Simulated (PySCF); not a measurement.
# C₅H₅B: electronic excitations and core binding energies

What electronic excitations and core binding energies should C₅H₅B (`C#CC#CBC`) show?

The runs use PySCF 2.14.0, with density-fitted response routines of our own; the level of theory stands in each step. All values are computed, except where a source is named. Atoms are numbered from 0 throughout.

## (1) The molecule as given

11 atoms, charge 0, multiplicity 1; geometry from: GFN2-xTB.

Bonds of the start (Å): C0–C1 1.21, C1–C2 1.36, C2–C3 1.22, C3–B4 1.49, B4–C5 1.58, C0–H6 1.05, B4–H7 1.17, C5–H8 1.09, C5–H9 1.09, C5–H10 1.09.

## (2) Excited states and response: wB97X-D/def2-SVPD

What the job is given:

```
{"job": {"kind": "uv", "xc": "wB97X-D", "basis": "def2-SVPD", "nstates": 8, "ntriplets": 3}, "charge": 0, "multiplicity": 1}
C     -0.791793     2.846382    -2.621305
C     -0.470769     1.887903    -1.962830
C     -0.112999     0.816362    -1.214115
C      0.208579    -0.144297    -0.537309
B      0.601723    -1.317296     0.300617
C      0.151790    -1.395356     1.808492
H     -1.068545     3.678823    -3.195669
H      1.275521    -2.155193    -0.169755
H     -0.745125    -0.821993     2.031319
H      0.005412    -2.416695     2.152883
H      0.951629    -0.975970     2.421629
```

With the program's defaults for keys left out, this is: TDDFT wB97X-D/def2-SVPD, vertical, gas phase, core orbitals frozen in the response.

Command:

```sh
> OMP_NUM_THREADS=1 python probes_run.py task.json out
```

This one command runs all jobs of the session in turn.

**Question.** This job is followed by: delta-SCF UKS SCAN, pcX-2 on the ionised atom, pcseg-1 elsewhere, spin-free X2C. Predict these results of the whole session: lowest singlet (wB97X-D/def2-SVPD); brightest single state of those computed; lowest triplet; C1s binding energies, SCAN/pcX-2 (standing for 1 of 5 atoms).

The runs gave:

```
                                                    quantity                        value
                          lowest singlet (wB97X-D/def2-SVPD)  3.42 eV (362 nm), f = 0.000
                    brightest single state of those computed  state 6, 6.69 eV, f = 1.071
                                              lowest triplet                      3.21 eV
C1s binding energies, SCAN/pcX-2 (standing for 1 of 5 atoms)                 C5 290.04 eV
```

What this shows: The first singlet state (HOMO→LUMO 0.96) lies at 3.42 eV and is dark; of the 8 states computed, the strongest absorption comes from state 6 at 6.69 eV (the last state computed is bright too, and its partners may lie past the list). The lowest triplet lies 0.21 eV below the lowest singlet (triplets in Tamm-Dancoff, singlets in full TDDFT).
